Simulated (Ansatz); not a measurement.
# Al + HCl (AlHCl) radical: an exchange reaction of three atoms

A grid of calculations on Al + HCl (the system Al + ClH), spin multiplicity 2, to see where the energy is lowest and how it rises around there.

Method: UKS B3LYP-D4/aug-cc-pVTZ; program: Ansatz 0.2.0.

## Step 1: Reference: Al radical by itself, as typed

File input.yaml:

```yaml
crystal:
  periodic: [false, false, false]
  atoms:
    - { symbol: Al, position_ang: [0.0, 0.0, 0.0] }
magnetization:
  spin_polarized: true
  initial_magnetization: 1
basis:
  gaussian: { orbitals: aug-cc-pVTZ }
hamiltonian:
  xc: { name: B3LYP }
```

Command:

```
$ ansatz run input.yaml --threads 1 --pin off --max-ram 2560MiB --backend cpu --events-out ev --progress --plain --runs-dir out
```

The program printed:

```text
Warning: RAYON_NUM_THREADS=1 ignored (pool sized by the plan → 1); use --threads N
Engine: ansatz 0.2.0, aarch64-unknown-linux-gnu
Functional definition: B3LYP
  parameter a0 = 0.2
  parameter ax = 0.72
  parameter ac = 0.81
  exchange = (1 - a0 - ax)*slater_x + ax*b88_x + a0*exact_x
  correlation = (1 - ac)*vwn_rpa_c + ac*lyp_c
355 factors; their error is unknown
mean field evaluation 1: about -6595.6889 eV, gradient 2.0e0 eV
mean field evaluation 2: about -6595.7438 eV, gradient 5.8e-1 eV
mean field evaluation 4: about -6595.7476 eV, gradient 4.3e-2 eV
mean field evaluation 8: about -6595.7618 eV, gradient 3.2e-4 eV
mean field evaluation 16: about -6595.7618 eV, gradient 3.5e-4 eV
mean field -6595.76182630 eV, -242.3897763485 hartree, gradient 1.6e-5 eV, S^2 0.754766; 1 other end points of the search recorded, 0 dependent functions left out
reference -6595.76202006 eV, -242.3897834691 hartree; 7, 6 occupied and 43, 44 virtual orbitals, 355 factors
Total energy: -6595.76202006 eV, -242.3897834691 hartree
```

Run time: 0.9 s. Hardware: 1 thread of Arm Neoverse V2, shared host; peak memory 0.084 GiB.

## Step 2: Reference run: HCl, relaxed

File input.yaml:

```yaml
crystal:
  periodic: [false, false, false]
  atoms:
    - { symbol: H, position_ang: [0.0, 0.0, 0.0] }
    - { symbol: Cl, position_ang: [1.33, 0.0, 0.0] }
basis:
  gaussian: { orbitals: aug-cc-pVTZ }
hamiltonian:
  xc: { name: B3LYP }
  dispersion: d4
output:
  forces: true
relax:
  f_tol: 0.003
  max_steps: 120
```

Command:

```
$ ansatz run input.yaml --threads 1 --pin off --max-ram 2560MiB --backend cpu --events-out ev --progress --plain --runs-dir out
```

The program printed, cut to the lines that bear on the results:

```text
Warning: RAYON_NUM_THREADS=1 ignored (pool sized by the plan → 1); use --threads N
[...]
[... 1 set-up line as earlier in the session ...]
[...]
426 factors; their error is unknown
[...]
mean field -12540.18019153 eV, -460.8431219995 hartree, gradient 3.6e-5 eV, S^2 0.000000; 0 other end points of the search recorded, 0 dependent functions left out
[...]
reference -12540.18037964 eV, -460.8431289123 hartree; 9, 9 occupied and 64, 64 virtual orbitals, 426 factors
relax step   1: F+E_penalty+E_count = -12540.18945473 eV  Δ(F+E_penalty+E_count) = +0.000e0 eV  max|allowed force component| = 1.274e0 eV/Å  Δτ_max = 0.0000 Å  (22 SCF iters, accepted)
[...]
relax step   4: F+E_penalty+E_count = -12540.22019695 eV  Δ(F+E_penalty+E_count) = -2.869e-5 eV  max|allowed force component| = 1.377e-2 eV/Å  Δτ_max = 0.0009 Å  (22 SCF iters, accepted)
[...]
relax step   5: F+E_penalty+E_count = -12540.22019999 eV  Δ(F+E_penalty+E_count) = -3.038e-6 eV  max|allowed force component| = 8.602e-6 eV/Å  Δτ_max = 0.0002 Å  (19 SCF iters, accepted)
426 factors; their error is unknown
mean field -12540.21100575 eV, -460.8442544009 hartree, gradient 4.1e-5 eV, S^2 0.000000; 1 other end points of the search recorded, 0 dependent functions left out
[...]
reference -12540.21119322 eV, -460.8442612904 hartree; 9, 9 occupied and 64, 64 virtual orbitals, 426 factors
Total energy: -12540.22038746 eV, -460.8445991725 hartree
Atom 0 at     0.023145     0.000000     0.000000 Å, force     0.000009     0.000000    -0.000000 eV/Å
Atom 1 at     1.306855    -0.000000    -0.000000 Å, force    -0.000009    -0.000000     0.000000 eV/Å
Dipole moment:    -0.232286     0.000000     0.000000 e Å
```

Wall time 3.7 s (1 thread of Arm Neoverse V2, shared host); peak memory 0.11 GiB.

Step by step:

```tsv
step	energy from step 1 (eV)	largest force component (eV/Å)
1	0.0000	1.2736
2	-0.0258	0.5386
3	-0.0307	0.0446
4	-0.0307	0.0138
5	-0.0307	0.0000
```

The bond:

```tsv
bond	before (Å)	after (Å)	change (Å)
H1–Cl2	1.330	1.284	-0.046
```

## Step 3: Setting up the map

First coordinate, distance Al1–H2: 10 values from 1.216 to 2.816 Å. Second coordinate, distance H2–Cl3: 10 values from 1.064 to 2.664 Å.

Nothing else is relaxed (the angle Al1–H2–Cl3 is fixed at 100 degrees). Energies count from Al far from the relaxed HCl (each part in its own basis). Points are written as (first, second).

Below, 3 of the grid's runs; all are launched alike.

## Step 4: The run at (2.160 Å, 1.809 Å)

File input.yaml:

```yaml
crystal:
  periodic: [false, false, false]
  atoms:
    - { symbol: Al, position_ang: [-2.16, 0.0, 0.0] }
    - { symbol: H, position_ang: [0.0, 0.0, 0.0] }
    - { symbol: Cl, position_ang: [0.31413, 1.781517, 0.0] }
magnetization:
  spin_polarized: true
  initial_magnetization: 1
basis:
  gaussian: { orbitals: aug-cc-pVTZ }
hamiltonian:
  xc: { name: B3LYP }
  dispersion: d4
output:
  forces: true
```

Command:

```
$ ansatz run input.yaml --threads 1 --pin off --max-ram 2560MiB --backend cpu --events-out ev --progress --plain --runs-dir out
```

The program printed, cut to the lines that bear on the results:

```text
Warning: RAYON_NUM_THREADS=1 ignored (pool sized by the plan → 1); use --threads N
[...]
[... 1 set-up line as earlier in the session ...]
[...]
781 factors; their error is unknown
[...]
mean field -19135.86998582 eV, -703.2302512203 hartree, gradient 2.1e-5 eV, S^2 0.756626; 0 other end points of the search recorded, 0 dependent functions left out
[...]
reference -19135.87020934 eV, -703.2302594344 hartree; 16, 15 occupied and 107, 108 virtual orbitals, 781 factors
Total energy: -19135.98398879 eV, -703.2344407523 hartree
Atom 0 at    -2.160000     0.000000     0.000000 Å, force     1.315704     0.351815    -0.000000 eV/Å
Atom 1 at     0.000000     0.000000     0.000000 Å, force    -0.744950     0.465953     0.000000 eV/Å
Atom 2 at     0.314130     1.781517     0.000000 Å, force    -0.570754    -0.817768    -0.000000 eV/Å
Dipole moment:    -0.818304    -0.556549     0.000000 e Å
```

It took 5.2 s on 1 thread of Arm Neoverse V2, shared host; peak memory 0.23 GiB.

On the map this point reads −0.04 kcal/mol.

## Step 5: Point (1.774 Å, 1.809 Å)

input.yaml: that of step 4 with these lines changed.

```diff
@@ -3,3 +3,3 @@
   atoms:
-    - { symbol: Al, position_ang: [-2.16, 0.0, 0.0] }
+    - { symbol: Al, position_ang: [-1.774, 0.0, 0.0] }
     - { symbol: H, position_ang: [0.0, 0.0, 0.0] }
```

Command:

```
$ ansatz run input.yaml --threads 1 --pin off --max-ram 2560MiB --backend cpu --events-out ev --progress --plain --runs-dir out
```

The program printed, cut to the lines that bear on the results:

```text
Warning: RAYON_NUM_THREADS=1 ignored (pool sized by the plan → 1); use --threads N
[...]
[... 1 set-up line as earlier in the session ...]
[...]
781 factors; their error is unknown
[...]
mean field -19136.28916712 eV, -703.2456558489 hartree, gradient 6.7e-5 eV, S^2 0.759684; 0 other end points of the search recorded, 0 dependent functions left out
[...]
reference -19136.28938344 eV, -703.2456637985 hartree; 16, 15 occupied and 107, 108 virtual orbitals, 781 factors
Total energy: -19136.38120445 eV, -703.2490381584 hartree
Atom 0 at    -1.774000     0.000000     0.000000 Å, force     0.467248     0.470455    -0.000000 eV/Å
Atom 1 at     0.000000     0.000000     0.000000 Å, force     0.044466    -0.225203     0.000000 eV/Å
Atom 2 at     0.314130     1.781517     0.000000 Å, force    -0.511714    -0.245251     0.000000 eV/Å
Dipole moment:    -0.546002    -0.490115    -0.000000 e Å
```

Run time: 5.2 s. Hardware: 1 thread of Arm Neoverse V2, shared host; peak memory 0.23 GiB.

That is −9 kcal/mol from the zero.

## Step 6: Grid point (2.589 Å, 1.622 Å)

File input.yaml:

```yaml
crystal:
  periodic: [false, false, false]
  atoms:
    - { symbol: Al, position_ang: [-2.589, 0.0, 0.0] }
    - { symbol: H, position_ang: [0.0, 0.0, 0.0] }
    - { symbol: Cl, position_ang: [0.281657, 1.597358, 0.0] }
magnetization:
  spin_polarized: true
  initial_magnetization: 1
basis:
  gaussian: { orbitals: aug-cc-pVTZ }
hamiltonian:
  xc: { name: B3LYP }
  dispersion: d4
output:
  forces: true
```

Command:

```
$ ansatz run input.yaml --threads 1 --pin off --max-ram 2560MiB --backend cpu --events-out ev --progress --plain --runs-dir out
```

The program printed, cut to the lines that bear on the results:

```text
Warning: RAYON_NUM_THREADS=1 ignored (pool sized by the plan → 1); use --threads N
[...]
[... 1 set-up line as earlier in the session ...]
[...]
781 factors; their error is unknown
[...]
mean field -19135.64457496 eV, -703.2219675239 hartree, gradient 1.7e-5 eV, S^2 0.754533; 6 other end points of the search recorded, 0 dependent functions left out
[...]
reference -19135.64481317 eV, -703.2219762781 hartree; 16, 15 occupied and 107, 108 virtual orbitals, 781 factors
Total energy: -19135.74138290 eV, -703.2255251502 hartree
Atom 0 at    -2.589000     0.000000     0.000000 Å, force     0.806907     0.054462     0.000000 eV/Å
Atom 1 at     0.000000     0.000000     0.000000 Å, force    -0.394564     1.783430    -0.000000 eV/Å
Atom 2 at     0.281657     1.597358     0.000000 Å, force    -0.412343    -1.837892    -0.000000 eV/Å
Dipole moment:    -0.699855    -0.380047     0.000000 e Å
```

Wall time 14 s (1 thread of Arm Neoverse V2, shared host); peak memory 0.27 GiB.

That is 6 kcal/mol from the zero.

## Step 7: The map

99 points were computed, and 1 have no value (skipped by design, atoms too close, or no result). Energies in kcal/mol, from Al far from the relaxed HCl (each part in its own basis):

| distance H2–Cl3 (Å) ↓, distance Al1–H2 (Å) → | 1.216 | 1.308 | 1.442 | 1.600 | 1.774 | 1.961 | 2.160 | 2.370 | 2.589 | 2.816 |
| --- | --- | --- | --- | --- | --- | --- | --- | --- | --- | --- |
| 2.664 | 42 | – | 12 | 8 | 10 | 15 | 22 | 30 | 38 | 46 |
| 2.437 | 36 | 19 | 6 | 2 | 4 | 9 | 17 | 25 | 33 | 40 |
| 2.218 | 30 | 14 | 1 | −3 | −1 | 4 | 11 | 19 | 27 | 34 |
| 2.008 | 28 | 11 | −2 | −7 | −6 | −2 | 5 | 12 | 20 | 27 |
| 1.809 | 31 | 12 | −2 | −9 | −9 | −5 | 0 | 7 | 13 | 19 |
| 1.622 | 40 | 20 | 2 | −7 | −9 | −7 | −3 | 1 | 6 | 9 |
| 1.448 | 59 | 36 | 14 | 1 | −4 | −6 | −5 | −4 | −2 | 0 |
| 1.290 | 91 | 63 | 35 | 17 | 7 | 1 | −2 | −4 | −4 | −4 |
| 1.156 | 137 | 102 | 68 | 44 | 28 | 18 | 11 | 8 | 6 | 5 |
| 1.064 | 185 | 144 | 104 | 75 | 55 | 42 | 34 | 29 | 26 | 25 |

The largest force on an atom (eV/Å) at each point:

| distance H2–Cl3 (Å) ↓, distance Al1–H2 (Å) → | 1.216 | 1.308 | 1.442 | 1.600 | 1.774 | 1.961 | 2.160 | 2.370 | 2.589 | 2.816 |
| --- | --- | --- | --- | --- | --- | --- | --- | --- | --- | --- |
| 2.664 | 11.1 | – | 3.2 | 1.1 | 1.1 | 1.4 | 1.7 | 1.7 | 1.6 | 1.4 |
| 2.437 | 11.1 | 7.0 | 3.3 | 1.2 | 1.2 | 1.4 | 1.7 | 1.7 | 1.6 | 1.4 |
| 2.218 | 11.1 | 7.1 | 3.3 | 1.2 | 1.2 | 1.4 | 1.7 | 1.7 | 1.6 | 1.4 |
| 2.008 | 11.2 | 7.2 | 3.5 | 1.1 | 1.0 | 1.3 | 1.6 | 1.6 | 1.5 | 1.7 |
| 1.809 | 11.3 | 7.4 | 3.7 | 1.4 | 0.7 | 1.2 | 1.4 | 1.4 | 1.7 | 2.0 |
| 1.622 | 11.8 | 7.7 | 4.1 | 1.9 | 0.8 | 0.7 | 0.9 | 1.3 | 1.9 | 2.4 |
| 1.448 | 13.7 | 9.3 | 5.1 | 3.0 | 1.9 | 0.9 | 0.3 | 0.9 | 1.6 | 2.1 |
| 1.290 | 16.6 | 11.6 | 8.1 | 6.2 | 4.6 | 3.3 | 2.2 | 1.4 | 0.8 | 0.4 |
| 1.156 | 20.4 | 17.3 | 14.3 | 11.8 | 9.8 | 8.3 | 7.3 | 6.7 | 6.3 | 6.0 |
| 1.064 | 29.0 | 25.4 | 21.6 | 18.7 | 16.5 | 15.1 | 14.2 | 13.7 | 13.4 | 13.2 |

## Step 8: Summary of results

| quantity | value |
| --- | --- |
| lowest point | (1.774 Å, 1.809 Å), −9 kcal/mol |
| highest computed point (blank points may lie higher) | (1.216 Å, 1.064 Å), 194 kcal/mol above the lowest |
| largest force on an atom (eV/Å) | 0.3 at (2.160 Å, 1.448 Å) to 29.0 at (1.216 Å, 1.064 Å); 0.7 at the lowest point |
| time for the whole task | 14 min on 1 thread, shared host |

What this shows: The lowest computed point is at (1.774 Å, 1.809 Å), −9 kcal/mol from Al far from the relaxed HCl (each part in its own basis). The highest computed point, (1.216 Å, 1.064 Å), lies 194 kcal/mol above the lowest.
